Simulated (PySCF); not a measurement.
# IrOBr: relaxation and vibrations of the singlet

The task is one start of a wider search on IrOBr: the singlet, from a linear start. It is relaxed, tested by its Hessian and followed downhill if it is a saddle.

Method: PBE0, basis Ir def2-TZVP with ECP60, O def2-TZVP, Br def2-TZVP, scalar-relativistic core potentials, no spin–orbit coupling, density fitting; program: PySCF 2.14.0.

**1. Starting geometry**

3 atoms, charge 0, spin multiplicity 1.

Bond lengths: Ir1–O2 1.720 Å, Ir1–Br3 2.360 Å. Angles: O2–Ir1–Br3 180.0°.

```xyz
3
charge 0 multiplicity 1
Ir    0.0000    0.0000   -0.5514
O     0.0000    0.0000   -2.2714
Br    0.0000    0.0000    1.8086
```

**2. Relaxation: linear start, singlet**

One driver script runs all steps and calls PySCF; scf.py shows how it sets up the SCF of each step. The optimiser is the driver's own. Before each start the driver seeks the lowest SCF state from one or more starting densities and follows internal instabilities, so scf.py alone need not reach the same state.

The program finds C∞v symmetry in the start, which this walk keeps.

The input, scf.py:

```python
from pyscf import gto, scf, dft
mol = gto.M(atom='''
Ir     0.000000     0.000000    -0.551404
O      0.000000     0.000000    -2.271404
Br     0.000000     0.000000     1.808596''',
    basis={'Ir': 'def2-TZVP', 'O': 'def2-TZVP', 'Br': 'def2-TZVP'},
    ecp={'Ir': 'def2-TZVP'},
    charge=0, spin=0)
mf = dft.RKS(mol, xc='PBE0')
mf.grids.atom_grid = (50, 194)
aux = {'Ir': 'def2-universal-JKFIT', 'O': 'def2-universal-JKFIT', 'Br': 'def2-universal-JKFIT'}
mf = mf.density_fit(auxbasis=aux)
mf.kernel()
```

Energy and gradient, step by step:

| step | energy (Eh) | change (kJ/mol) | largest symmetric gradient (Eh/bohr) |
| --- | --- | --- | --- |
| 0 | -2753.341125 | 0.00 | 0.06482 |
| 1 | -2753.345466 | -11.40 | 0.04916 |
| 2 | -2753.347090 | -15.66 | 0.00650 |
| 3 | -2753.347125 | -15.75 | 0.00066 |
| 4 | -2753.347125 | -15.75 | 0.00002 |

The walk needed 8.7 s of wall time on 4 threads, shared host.

Geometry (Å) and forces (eV/Å) at some steps:

```
step 0
Ir   0.000   0.000  -0.551   0.000   0.000  -1.883
O    0.000   0.000  -2.271   0.000   0.000   3.333
Br   0.000   0.000   1.809   0.000   0.000  -1.450
step 1
Ir   0.000   0.000  -0.561   0.000   0.000   2.528
O    0.000   0.000  -2.185   0.000   0.000  -2.505
Br   0.000   0.000   1.732   0.000   0.000  -0.024
step 2
Ir   0.000   0.000  -0.544   0.000   0.000  -0.261
O    0.000   0.000  -2.211   0.000   0.000   0.334
Br   0.000   0.000   1.741   0.000   0.000  -0.073
step 3
Ir   0.000   0.000  -0.545   0.000   0.000  -0.034
O    0.000   0.000  -2.207   0.000   0.000   0.030
Br   0.000   0.000   1.737   0.000   0.000   0.004
step 4
Ir   0.000   0.000  -0.545   0.000   0.000  -0.001
O    0.000   0.000  -2.207   0.000   0.000   0.001
Br   0.000   0.000   1.737   0.000   0.000   0.000
```

It settles in C∞v symmetry, 15.8 kJ/mol below the start, after 4 steps: Ir–Br 2.283 Å, Ir–O 1.661 Å; Br–Ir–O 180.0°.

**3. Vibrations and properties at this point**

On the finer grid the gradient is checked again; gradients at displacements of ±0.01 bohr then give force constants and infrared intensities.

scf.py: that of step 2 with these lines changed.

```diff
@@ -3,3 +3,3 @@
-Ir     0.000000     0.000000    -0.551404
-O      0.000000     0.000000    -2.271404
-Br     0.000000     0.000000     1.808596''',
+Ir     0.000000    -0.000000    -0.533461
+O      0.000000     0.000000    -2.194794
+Br    -0.000000     0.000000     1.749197''',
@@ -10 +10 @@
-mf.grids.atom_grid = (50, 194)
+mf.grids.atom_grid = (75, 302)
```

The driver hands on the density of the step before, so the log starts near convergence.

Log of the central SCF (cycles and frontier levels):

```text
init E= -2753.34703779236
  HOMO = -0.278091414803549  LUMO = -0.170198915437104  gap/eV = 2.93590
cycle= 1 E= -2753.34703779221  delta_E= 1.44e-10  |g|= 2.54e-05  |ddm|= 3.19e-05
  HOMO = -0.278098310199287  LUMO = -0.170205784865334  gap/eV = 2.93591
cycle= 2 E= -2753.34703779124  delta_E= 9.76e-10  |g|= 6.52e-05  |ddm|= 7.95e-05
  HOMO = -0.278093718206234  LUMO = -0.17020112269181  gap/eV = 2.93591
cycle= 3 E= -2753.34703779236  delta_E= -1.12e-09  |g|= 1.02e-05  |ddm|= 5.62e-05
  HOMO = -0.27809345568001  LUMO = -0.170200948701806  gap/eV = 2.93590
cycle= 4 E= -2753.34703779238  delta_E= -2.14e-11  |g|= 2.35e-07  |ddm|= 5.14e-06
  HOMO = -0.278093429196378  LUMO = -0.170200905570636  gap/eV = 2.93591
Extra cycle  E= -2753.34703779238  delta_E= 3.18e-12  |g|= 2.85e-07  |ddm|= 2.9e-07
converged SCF energy = -2753.34703779238
```

The whole step took 21 s.

Geometry: C∞v; Ir–Br 2.283 Å, Ir–O 1.661 Å; Br–Ir–O 180.0°.

Harmonic modes (main isotopes):

```tsv
symmetry	ω (cm⁻¹)	IR (km/mol)	μ (u)	type
π	102i	0.2	20.79	bend
σ+	302	22.7	87.34	stretch
σ+	1063	127	17.09	stretch
```

2 modes are imaginary, the largest at 102i cm⁻¹: a saddle point, not a minimum.

Constants and moments:

```yaml
Dipole_moment: 1.70 D
Highest_occupied_level: -7.57 eV
Lowest_empty_level: -4.63 eV
Rotational_constants: 0.04514 cm⁻¹
Zero-point_energy_real_modes: 8.2 kJ/mol
Principal_polarisabilities: 43.8, 43.8, 89.8 bohr³
Atomisation_energy_without_zero-point_energy: 770 kJ/mol
Principal_traceless_quadrupole_moments_about_the_centre_of_mass: -0.42, -0.42, 0.84 D Å
```

Charges (e) and bond orders:

```tsv
atom	Mulliken	Löwdin	polar tensor	Mayer order to Ir1
Ir1	0.53	0.08	0.77	–
O2	-0.34	-0.23	-0.48	2.25
Br3	-0.19	0.15	-0.29	1.24
```

Mulliken populations on Ir1 (outside its core potential): s 3.17, p 6.25, d 7.00, f 0.05.

**4. Downhill along the imaginary mode**

The start is the last point, displaced along its most imaginary mode.

The program finds Cs symmetry in the start, which this walk keeps.

scf.py: that of step 3 with these lines changed.

```diff
@@ -3,3 +3,3 @@
-Ir     0.000000    -0.000000    -0.533461
-O      0.000000     0.000000    -2.194794
-Br    -0.000000     0.000000     1.749197''',
+Ir     0.000561    -0.035801    -0.533461
+O     -0.003919     0.249969    -2.194794
+Br    -0.000578     0.036873     1.749197''',
@@ -10 +10 @@
-mf.grids.atom_grid = (75, 302)
+mf.grids.atom_grid = (50, 194)
```

The optimiser's trace:

| step | energy (Eh) | change (kJ/mol) | largest symmetric gradient (Eh/bohr) |
| --- | --- | --- | --- |
| 0 | -2753.347178 | 0.00 | 0.02917 |
| 1 | -2753.347772 | -1.56 | 0.01925 |
| 2 | -2753.348232 | -2.77 | 0.00380 |
| 3 | -2753.348514 | -3.51 | 0.00664 |
| 4 | -2753.348609 | -3.76 | 0.02245 |
| 5 | -2753.348953 | -4.66 | 0.00700 |
| 6 | -2753.349051 | -4.92 | 0.00406 |
| 7 | -2753.349117 | -5.09 | 0.00071 |
| 8 | -2753.349118 | -5.09 | 0.00001 |

The walk took 17 s.

End point (Cs, 8 steps, 5.1 kJ/mol gained): Ir–Br 2.279 Å, Ir–O 1.656 Å; Br–Ir–O 154.5°.

**5. Vibrations and properties at this point**

The same treatment as at the point before.

scf.py: that of step 4 with these lines changed.

```diff
@@ -3,3 +3,3 @@
-Ir     0.000561    -0.035801    -0.533461
-O     -0.003919     0.249969    -2.194794
-Br    -0.000578     0.036873     1.749197''',
+Ir     0.001689    -0.107705    -0.532234
+O     -0.006422     0.409593    -2.105470
+Br    -0.002827     0.180333     1.728093''',
@@ -10 +10 @@
-mf.grids.atom_grid = (50, 194)
+mf.grids.atom_grid = (75, 302)
```

Log of the central SCF (cycles and frontier levels):

```text
init E= -2753.34899875684
  HOMO = -0.275841986965915  LUMO = -0.169741481203988  gap/eV = 2.88714
cycle= 1 E= -2753.34899875659  delta_E= 2.55e-10  |g|= 3.74e-05  |ddm|= 4.85e-05
  HOMO = -0.275831465435933  LUMO = -0.169731424721312  gap/eV = 2.88713
cycle= 2 E= -2753.3489987548  delta_E= 1.79e-09  |g|= 9.39e-05  |ddm|= 0.000114
  HOMO = -0.275838837341096  LUMO = -0.169738217918281  gap/eV = 2.88714
cycle= 3 E= -2753.34899875689  delta_E= -2.1e-09  |g|= 1.4e-05  |ddm|= 7.99e-05
  HOMO = -0.275838979272696  LUMO = -0.169738483603911  gap/eV = 2.88714
cycle= 4 E= -2753.34899875695  delta_E= -5.91e-11  |g|= 1.52e-06  |ddm|= 7.79e-06
  HOMO = -0.275838861960992  LUMO = -0.169738343049968  gap/eV = 2.88714
Extra cycle  E= -2753.34899875694  delta_E= 8.19e-12  |g|= 3.23e-06  |ddm|= 6.46e-06
converged SCF energy = -2753.34899875694
```

The whole step took 30 s.

Geometry: Cs; Ir–Br 2.279 Å, Ir–O 1.656 Å; Br–Ir–O 154.5°.

Modes, for the most abundant isotopes:

| symmetry | ω (cm⁻¹) | IR (km/mol) |
| --- | --- | --- |
| a' | 115 | 1.1 |
| a' | 303 | 19.9 |
| a' | 1064 | 120 |

Every mode is real; the point is a minimum.

Properties at this point:

```yaml
Dipole_moment: 1.51 D
Highest_occupied_level: -7.51 eV
Lowest_empty_level: -4.62 eV
Rotational_constants: 2.744, 0.04649, 0.04572 cm⁻¹
Zero-point_energy: 8.9 kJ/mol
Principal_polarisabilities: 43.8, 45.5, 88.0 bohr³
Atomisation_energy_without_zero-point_energy: 775 kJ/mol
Principal_traceless_quadrupole_moments_about_the_centre_of_mass: -1.20, -0.20, 1.40 D Å
Entropy_at_298.15_K_and_1_bar: 304.1 J/(mol K)
Heat_capacity_Cp_at_298.15_K: 49.6 J/(mol K)
Enthalpy_at_298.15_K_above_0_K: 12.94 kJ/mol
Rotational_symmetry_number: 1
```

Charges (e) and bond orders:

```json
{"atom": "Ir1", "Mulliken": "0.53", "Löwdin": "0.08", "polar tensor": "0.79", "Mayer order to Ir1": "–"}
{"atom": "O2", "Mulliken": "-0.34", "Löwdin": "-0.23", "polar tensor": "-0.50", "Mayer order to Ir1": "2.21"}
{"atom": "Br3", "Mulliken": "-0.20", "Löwdin": "0.15", "polar tensor": "-0.28", "Mayer order to Ir1": "1.26"}
```

Outer orbital energies (eV). occupied: -12.97, -12.85, -10.85, -10.14, -10.08, -8.36, -8.33, -7.51; empty: -4.62, -4.26, 0.02, 0.52.

Mulliken populations on Ir1 (outside its core potential): s 3.13, p 6.24, d 7.05, f 0.05.

**6. Stability of the closed shell**

At the lowest minimum the closed shell is tested against spin polarisation, on the (50, 194) grid. It is unstable: an open-shell solution lies lower. That solution was not followed to a minimum here.

**7. All stationary points**

| spin | group | bonds | imaginary modes (cm⁻¹) | ΔE (kJ/mol) | with zero-point energy |
| --- | --- | --- | --- | --- | --- |
| singlet | Cs | Ir–Br 2.279 Å, Ir–O 1.656 Å | none | 0.0 | 0.0 |
| singlet | C∞v | Ir–Br 2.283 Å, Ir–O 1.661 Å | 102i, 102i | 5.1 | – |

**8. Outcome**

| quantity | value |
| --- | --- |
| minimum | singlet, Cs (closed shell, unstable towards spin polarisation) |
| geometry | Ir–Br 2.279 Å, Ir–O 1.656 Å; Br–Ir–O 154.5° |
| wavenumbers (cm⁻¹) | 115 (a'), 303 (a'), 1064 (a') |
| dipole moment | 1.51 D |
| highest occupied, lowest empty level | -7.51, -4.62 eV |
| polar-tensor charge of Ir1 | +0.79 e |
| zero-point energy | 8.9 kJ/mol |

From C∞v at the start the molecule goes to a Cs minimum, after a stop at a second-order saddle point 5.1 kJ/mol higher, from which it was pushed off along an imaginary mode. The strongest infrared band lies at 1064 cm⁻¹ (a', stretch). Other starts or spin states, not run here, may lie lower. The closed shell proved unstable towards spin polarisation, so a lower open-shell solution exists. Spin–orbit coupling, left out here, can matter for elements this heavy.

The search up to here needed 86 s of wall time on 4 threads, shared host.
